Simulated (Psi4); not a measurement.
# C2H6FIn (SMILES C[CH](F)[InH2]): MP2/def2-SVP (core potential)

Aim: the vertical singlet–triplet gap of C2H6FIn at MP2/def2-SVP (core potential), from 2 runs. 

The results are computed with Psi4 1.11.

## Step 1: Starting point

C2H6FIn: 10 atoms, total charge 0, spin state singlet. As SMILES, `C[CH](F)[InH2]`. The shape is that of a PBE0-D4/def2-TZVP optimisation.

Bond lengths: C1–C2 1.503 Å, C2–F3 1.414 Å, C2–In4 2.197 Å, C1–H5 1.095 Å, C1–H6 1.092 Å, C1–H7 1.094 Å, C2–H8 1.094 Å, In4–H9 1.729 Å, In4–H10 1.726 Å. Some angles: C1–C2–F3 108.7°, C1–C2–In4 116.7°, F3–C2–In4 102.3°, C1–C2–H8 110.5°, F3–C2–H8 105.8°, In4–C2–H8 111.9°, C2–C1–H5 111.0°, C2–C1–H6 111.9°, C2–C1–H7 109.8°, C2–In4–H9 117.1°.

## Step 2: A single-point energy at MP2/def2-SVP (core potential)

Input file c2h6fin.xyz:

```xyz
10
C2H6FIn
C     -0.140800     1.253600    -0.575200
C      0.633800     0.180000     0.137200
F      0.870200     0.597100     1.467800
In    -0.385200    -1.745500     0.423800
H      0.391300     2.210500    -0.541500
H     -1.131900     1.397600    -0.139100
H     -0.271900     0.979300    -1.626600
H      1.621200     0.055100    -0.315800
H     -2.079900    -1.696200     0.762700
H      0.493100    -3.231500     0.406600
```

Input file run_ase.py:

```python
import numpy as np
from ase.calculators.psi4 import Psi4
from ase.io import read

a = read('c2h6fin.xyz')
calc = Psi4(atoms=a, method='mp2', basis='def2-SVP', memory='1600MB', num_threads=1, charge=0, multiplicity=1, label='c2h6fin')
calc.psi4.set_options({'puream': True, 'e_convergence': 1e-09, 'd_convergence': 1e-08, 'scf_type': 'pk', 'num_frozen_docc': 7, 'mp2_type': 'conv'})
a.calc = calc

print(f'energy: {a.get_potential_energy():.6f} eV')
```

Run with:

```bash
python run_ase.py
```

c2h6fin.dat, shortened:

```text
[...]
    !!!  WARNING: ECP capability is in beta. Please check occupations closely.  !!!
[...]
  Running in c1 symmetry.
[...]
  Nuclear repulsion =  190.900305887032346
[...]
  Multiplicity = 1
[...]
  Nalpha       = 24
  Nbeta        = 24
[...]
    Number of basis functions: 98
[...]
   @RHF iter   1:  -367.60039361880365   -1.56078e+00   3.65410e-03 DIIS/ADIIS
[...]
   @RHF iter  12:  -367.67853979402423   -2.84217e-12   3.63341e-09 DIIS
[...]
    Orbital Energies [Eh]
    ---------------------
    Doubly Occupied:
       1A    -26.252719     2A    -11.291141     3A    -11.230401
       4A     -5.386390     5A     -3.647998     6A     -3.638024
       7A     -3.637854     8A     -1.540257     9A     -1.040013
      10A     -1.029865    11A     -1.028531    12A     -1.027835
      13A     -1.024239    14A     -1.000689    15A     -0.823825
      16A     -0.684625    17A     -0.666752    18A     -0.635156
      19A     -0.572481    20A     -0.545862    21A     -0.530701
      22A     -0.500727    23A     -0.406824    24A     -0.365933
[...]
  @RHF Final Energy:  -367.67853979402423
   => Energetics <=
    Nuclear Repulsion Energy =            190.9003058870323457
    One-Electron Energy =                -960.1400019980246725
    Two-Electron Energy =                 401.5611563169680949
    Total Energy =                       -367.6785397940242319
[...]
 Multipole Moments:
 ------------------------------------------------------------------------------------
     Multipole            Electronic (a.u.)      Nuclear  (a.u.)        Total (a.u.)
 ------------------------------------------------------------------------------------
 L = 1.  Multiply by 2.5417464519 to convert [e a0] to [Debye]
 Dipole X            :        -15.9689312           15.8684923           -0.1004389
 Dipole Y            :        -52.1083631           51.9318462           -0.1765169
 Dipole Z            :          3.7776969           -4.5829007           -0.8052039
 Magnitude           :                                                    0.8304213
[...]
	SCS-MP2 Total Energy (a.u.)        :  -368.23763233494577
	SOS-MP2 Total Energy (a.u.)        :  -368.23608521166250
	SCSN-MP2 Total Energy (a.u.)       :  -367.91315782073934
[...]
	SOS-PI-MP2 Total Energy (a.u.)     :  -368.27897332071160
[...]
	MP2 Total Energy (a.u.)            :  -368.24072658151243
[...]
```

The script printed:

```text
energy: -10020.340561 eV
```

Wall time 14 s (1 thread of AMD EPYC, shared host); peak memory 0.59 GiB.

## Step 3: The triplet

Input file c2h6fin.py:

```python
import psi4

psi4.set_memory(1600000000)
psi4.set_num_threads(1)
psi4.set_output_file('psi4.out', False)

m = psi4.geometry("""
0 3
C     -0.26607344     2.36896067    -1.08697047
C      1.19770842     0.34015070     0.25927042
F      1.64443967     1.12835547     2.77374001
In    -0.72792250    -3.29851695     0.80086593
H      0.73944983     4.17723960    -1.02328670
H     -2.13898100     2.64108123    -0.26286090
H     -0.51381653     1.85060879    -3.07382851
H      3.06362399     0.10412391    -0.59677551
H     -3.93044137    -3.20535345     1.44129412
H      0.93182395    -6.10664997     0.76836264
units bohr
symmetry c1
no_reorient
no_com
""")

options = {'reference': 'uhf', 'puream': True, 'e_convergence': 1e-09, 'd_convergence': 1e-08, 'scf_type': 'pk', 'num_frozen_docc': 7, 'mp2_type': 'conv', 'maxiter': 100}
psi4.set_options(options)

result = psi4.energy("mp2/def2-SVP", molecule=m)
print(f'total energy {result:.8f} hartree = {result * 27.211386:.5f} eV')
```

Run with:

```bash
python c2h6fin.py
```

psi4.out, shortened:

```text
[...]
  Running in c1 symmetry.
[...]
  Nuclear repulsion =  190.900305922828011
[...]
  Multiplicity = 3
[...]
  Nalpha       = 25
  Nbeta        = 23
[...]
    Number of basis functions: 98
[...]
   @UHF iter   1:  -367.43793805750846   -1.39672e+00   3.53074e-03 ADIIS/DIIS
[...]
   @UHF iter  22:  -367.53837212391915   -2.95586e-12   4.82798e-09 DIIS
[...]
   @S^2 Observed:                2.014498352E+00
[...]
    Orbital Energies [Eh]
    ---------------------
    Alpha Occupied:
       1A    -26.340647     2A    -11.417555     3A    -11.287497
       4A     -5.383429     5A     -3.644146     6A     -3.636557
       7A     -3.632584     8A     -1.629040     9A     -1.108566
      10A     -1.036166    11A     -1.028228    12A     -1.024993
      13A     -1.018183    14A     -1.014168    15A     -0.913224
      16A     -0.781854    17A     -0.753524    18A     -0.720775
      19A     -0.647058    20A     -0.599172    21A     -0.591240
      22A     -0.564067    23A     -0.470646    24A     -0.396528
      25A     -0.192717
    Alpha Virtual:
[...]
  @UHF Final Energy:  -367.53837212391915
   => Energetics <=
    Nuclear Repulsion Energy =            190.9003059228280108
    One-Electron Energy =                -958.2970160099936265
    Two-Electron Energy =                 399.8583379632464698
    Total Energy =                       -367.5383721239191459
  UHF NO Occupations:
  HONO-2 :   23  A 1.9966498
  HONO-1 :   24  A 1.0000000
[...]
 Multipole Moments:
 ------------------------------------------------------------------------------------
     Multipole            Electronic (a.u.)      Nuclear  (a.u.)        Total (a.u.)
 ------------------------------------------------------------------------------------
 L = 1.  Multiply by 2.5417464519 to convert [e a0] to [Debye]
 Dipole X            :         -2.5823778            3.2550533            0.6726755
 Dipole Y            :         45.0431240          -43.3979384            1.6451856
 Dipole Z            :        -34.7774695           34.0685495           -0.7089200
 Magnitude           :                                                    1.9135557
[...]
	SCS-MP2 Total Energy (a.u.)        :  -368.08397977020985
	SOS-MP2 Total Energy (a.u.)        :  -368.03911889907789
	SCSN-MP2 Total Energy (a.u.)       :  -367.77523752349578
[...]
	SOS-PI-MP2 Total Energy (a.u.)     :  -368.12257669493766
[...]
	MP2 Total Energy (a.u.)            :  -368.09024371661388
[...]
```

Standard output:

```text
total energy -368.09024372 hartree = -10016.24570 eV
```

Wall time 17 s (1 thread of AMD EPYC, shared host); peak memory 0.58 GiB.

## Step 4: What came out

Level: MP2/def2-SVP (core potential), 7 core orbitals frozen.

```
                                                           quantity          value
                                              singlet: total energy  -368.24073 Eh
                       singlet: HOMO energy (Hartree–Fock orbitals)       -9.96 eV
                       singlet: LUMO energy (Hartree–Fock orbitals)        0.81 eV
                     singlet: HOMO–LUMO gap (Hartree–Fock orbitals)       10.76 eV
               singlet: correlation energy (7 core orbitals frozen)     -562.2 mEh
                                              triplet: total energy  -368.09024 Eh
triplet: HOMO energy (Hartree–Fock orbitals) (highest over α and β)       -5.24 eV
 triplet: LUMO energy (Hartree–Fock orbitals) (lowest over α and β)       -1.78 eV
               triplet: correlation energy (7 core orbitals frozen)     -551.9 mEh
                         triplet: ⟨S²⟩ of the reference determinant          2.014
                   vertical energy of the triplet above the singlet       4.095 eV
```

At this shape the triplet lies 4.09 eV (395 kJ/mol) above the singlet.
